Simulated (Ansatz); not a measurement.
# CH8AlBSi: the cost of one run

All numbers are computed with Ansatz 0.2.0 through its Python package. Level of theory: PBE/def2-TZVPP.

**1. Starting point**

Bond lengths: B1–C2 1.552 Å, C2–Si3 1.837 Å, Si3–Al4 2.392 Å, B1–H5 1.228 Å, B1–H6 1.163 Å, C2–H7 1.085 Å, C2–H8 1.137 Å, Si3–H9 1.497 Å, Si3–H10 1.505 Å, Al4–H11 1.604 Å, Al4–H12 1.563 Å. Angles (14 of 18 angles, heavy atoms first): B1–C2–Si3 107.8°, C2–Si3–Al4 111.3°, B1–C2–H7 111.0°, B1–C2–H8 110.9°, Si3–C2–H7 108.2°, Si3–C2–H8 107.7°, C2–B1–H5 118.5°, C2–B1–H6 124.5°, C2–Si3–H9 111.1°, C2–Si3–H10 110.5°, Al4–Si3–H9 110.6°, Al4–Si3–H10 107.1°, Si3–Al4–H11 117.5°, Si3–Al4–H12 119.3°.

No structure file is read: the coordinates are typed or built in the script.

**2. The script**

ch8albsi_tae.py

```python
"""Energy to split CH8AlBSi into its atoms."""

from collections import Counter

import ansatz as az


def energy_of(molecule, charge=0, unpaired=0):
    calc = (
        molecule.calculation()
        .basis(gaussian="def2-TZVPP")
        .functional("PBE")
    )
    if charge:
        calc = calc.charge(charge)
    if unpaired:
        calc = calc.spin("collinear", total=unpaired)
    report = calc.run().report
    if report["published_state_doubts"]:
        print("  doubts:", report["published_state_doubts"])
    return report["free_energy_ev"]


def main() -> None:
    geometry_ang = [
        ("B", (-1.4822, 1.3724, 0.9658)),
        ("C", (-0.8805, 0.5321, -0.1917)),
        ("Si", (0.6284, -0.3007, 0.445)),
        ("Al", (1.6918, -1.5983, -1.2605)),
        ("H", (-1.6518, 2.5757, 0.7886)),
        ("H", (-1.9144, 0.9255, 1.9484)),
        ("H", (-1.5763, -0.2322, -0.5204)),
        ("H", (-0.5673, 1.199, -1.0572)),
        ("H", (0.3138, -1.1519, 1.636)),
        ("H", (1.632, 0.7158, 0.9189)),
        ("H", (1.7765, -3.1843, -1.0388)),
        ("H", (2.1069, -0.9083, -2.6)),
    ]
    ch8albsi = az.Crystal.molecule()
    for symbol, xyz in geometry_ang:
        ch8albsi = ch8albsi.atom(symbol, xyz)

    # unpaired electrons of the ground-state atoms
    unpaired = {"B": 1, "C": 2, "Si": 2, "Al": 1, "H": 1}
    counts = Counter(site.symbol for site in ch8albsi.cartesian_sites)
    atom_energy = {s: energy_of(az.Crystal.molecule().atom(s, (0, 0, 0)), 0, unpaired[s]) for s in counts}
    whole = energy_of(ch8albsi, 0, 0)
    for s, e in atom_energy.items():
        print(f"{s:2s} x{counts[s]}  {e:14.5f} eV")
    print(f"CH8AlBSi: {whole:.5f} eV")
    split = sum(counts[s] * e for s, e in atom_energy.items()) - whole
    print(f"atomisation energy (no zero-point term): {23.060548 * split:.1f} kcal/mol, {split / sum(counts.values()):.3f} eV an atom")


if __name__ == "__main__":
    main()
```

**3. What the engine is handed**

The engine receives this input (first run):

```yaml
crystal:
  periodic: [false, false, false]
  atoms:
    - { symbol: B, position_ang: [0.0, 0.0, 0.0] }
basis:
  gaussian:
    orbitals: def2-TZVPP
hamiltonian:
  xc: pbe
magnetization:
  spin_polarized: true
  initial_magnetization: 1.0
```

**4. Running it**

Command:

```bash
$ python ch8albsi_tae.py
```

What time and memory should one allow on 1 thread of Arm Neoverse V1, shared host?

About 9.9 s, with a peak of 0.39 GiB.
